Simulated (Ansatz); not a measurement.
# Ta: the cost of one run

Method: DFT PBEsol, scalar-relativistic, in Ansatz 0.2.0.

## Step 1: The structure to begin with

It takes space group Fm-3m (No. 225, cubic). Conventional cell: a = 4.220 Å, b = 4.220 Å, c = 4.220 Å, α = 90.00°, β = 90.00°, γ = 90.00°. Ta (site symmetry m-3m) has 12 Ta at 2.98 Å as nearest neighbours.

Structure file:

```
Ta
1.0
     0.00000    2.11000    2.11000
     2.11000    0.00000    2.11000
     2.11000    2.11000    0.00000
Ta
1
Cartesian
  0.0000 0.0000 0.0000
```

## Step 2: Volume × 0.94, LAPW

Input file input.yaml:

```yaml
crystal:
  lattice:
    - [0.0, 2.0669266894, 2.0669266894]
    - [2.0669266894, 0.0, 2.0669266894]
    - [2.0669266894, 2.0669266894, 0.0]
  atoms:
    - { symbol: Ta, position: [0.0, 0.0, 0.0] }
kpoints:
  mp_grid: { grid: [15, 15, 15] }
  band_path:
    path:
      - [0.0, 0.0, 0.0]
      - [0.5, 0.0, 0.5]
      - [0.625, 0.25, 0.625]
      - [0.375, 0.375, 0.75]
      - [0.0, 0.0, 0.0]
      - [0.5, 0.5, 0.5]
      - [0.5, 0.25, 0.75]
      - [0.5, 0.0, 0.5]
    npoints: 5
scf:
  occupations: { method: fermi_dirac, width: 0.08 }
hamiltonian:
  xc: pbesol
  pseudopotentials: { kind: all_electron, lapw: { basis_error: 0.0005 } }
output:
  forces: true
  stress: true
  eigenvalues: true
```

Started as:

```
$ ansatz run input.yaml --threads 1 --pin off --max-ram 3072MiB --backend cpu --events-out ev --progress --plain --runs-dir out
```

**Question.** How long does this run take on 1 thread of Arm Neoverse V1, shared host, and how much memory does it need?

About 16 s, with a peak of 0.34 GiB.
